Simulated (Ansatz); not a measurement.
# CH5BrO2Si: the cost of one run

All numbers are computed with Ansatz 0.2.0, driven from Python. The levels of theory stand in the script.

## 1. The system

Bond lengths: C1–Si2 1.859 Å, Si2–O3 1.631 Å, Si2–O4 1.700 Å, Si2–Br5 2.205 Å, C1–H6 1.117 Å, C1–H7 1.045 Å, C1–H8 1.099 Å, O3–H9 1.006 Å, O4–H10 0.913 Å. Angles: C1–Si2–O3 112.3°, C1–Si2–O4 113.9°, C1–Si2–Br5 111.0°, O3–Si2–O4 105.5°, O3–Si2–Br5 105.6°, O4–Si2–Br5 108.1°, Si2–C1–H6 108.2°, Si2–C1–H7 112.3°, Si2–C1–H8 107.2°, H6–C1–H7 111.8°, H6–C1–H8 106.1°, H7–C1–H8 110.9°, Si2–O3–H9 119.4°, Si2–O4–H10 113.4°.

The script holds or builds the structure itself.

## 2. Script

Input file ch5bro2si_methods.py:

```python
# -*- coding: utf-8 -*-
from pathlib import Path
import warnings

import ansatz as az
from ase import Atoms
import numpy as np

warnings.simplefilter("ignore", az.DeckWarning)

atoms = Atoms(["C", "Si", "O", "O", "Br", "H", "H", "H", "H", "H"], positions=[
    (-0.6598, -1.2608, 0.1836),
    (0.1318, 0.3787, -0.1938),
    (1.0862, 0.899, 1.0218),
    (1.1229, 0.3632, -1.5745),
    (-1.3939, 1.9474, -0.4646),
    (-1.3127, -1.1347, 1.0808),
    (0.0455, -2.019, 0.3203),
    (-1.3329, -1.4968, -0.653),
    (0.6653, 1.2278, 1.8739),
    (1.7306, 1.0441, -1.5916),
])
molecule = az.Crystal.molecule_from_ase(atoms)

base = molecule.calculation().basis(gaussian="def2-SVP")

print("functional    E (Ha)        dipole (D)   HOMO (eV)  LUMO (eV)")
for name in ["r2scan0", "pbe0", "r2scan", "lda"]:
    data = base.functional(name).forces().orbitals().run(threads=1, runs_dir="runs").report
    lines = Path(data["orbitals_path"]).read_text().splitlines()
    field_of = lambda key: [line.split("=")[1].strip() for line in lines if line.startswith(key)]
    orbitals = [(27.211386 * float(e), s, float(n)) for e, s, n in zip(field_of("Ene="), field_of("Spin="), field_of("Occup="))]
    homo = max(e for e, _, n in orbitals if n > 0.5)
    lumo = min(e for e, _, n in orbitals if n < 0.5)
    dipole = 4.803205 * np.linalg.norm(data["charge_distribution"]["dipole_moment_e_ang"])
    print(f"{name:10s} {data['free_energy_ev'] / 27.211386246:14.6f} {dipole:9.3f} {homo:11.3f} {lumo:10.3f}")
```

## 3. What the engine is handed

The package turns the script's settings into the engine's input (first run):

```yaml
crystal:
  periodic: [false, false, false]
  atoms:
    - { symbol: C, position_ang: [-0.6598, -1.2608, 0.1836] }
    - { symbol: Si, position_ang: [0.1318, 0.3787, -0.1938] }
    - { symbol: O, position_ang: [1.0862, 0.899, 1.0218] }
    - { symbol: O, position_ang: [1.1229, 0.3632, -1.5745] }
    - { symbol: Br, position_ang: [-1.3939, 1.9474, -0.4646] }
    - { symbol: H, position_ang: [-1.3127, -1.1347, 1.0808] }
    - { symbol: H, position_ang: [0.0455, -2.019, 0.3203] }
    - { symbol: H, position_ang: [-1.3329, -1.4968, -0.653] }
    - { symbol: H, position_ang: [0.6653, 1.2278, 1.8739] }
    - { symbol: H, position_ang: [1.7306, 1.0441, -1.5916] }
basis:
  gaussian:
    orbitals: def2-SVP
hamiltonian:
  xc: r2scan0
output:
  orbitals: {}
  forces: true
```

## 4. Running it

On the command line:

```
> python ch5bro2si_methods.py
```

What time and memory should one allow on 1 thread of AMD EPYC 9R45 (Zen 5), shared host?

About 12 s, with a peak of 0.37 GiB.
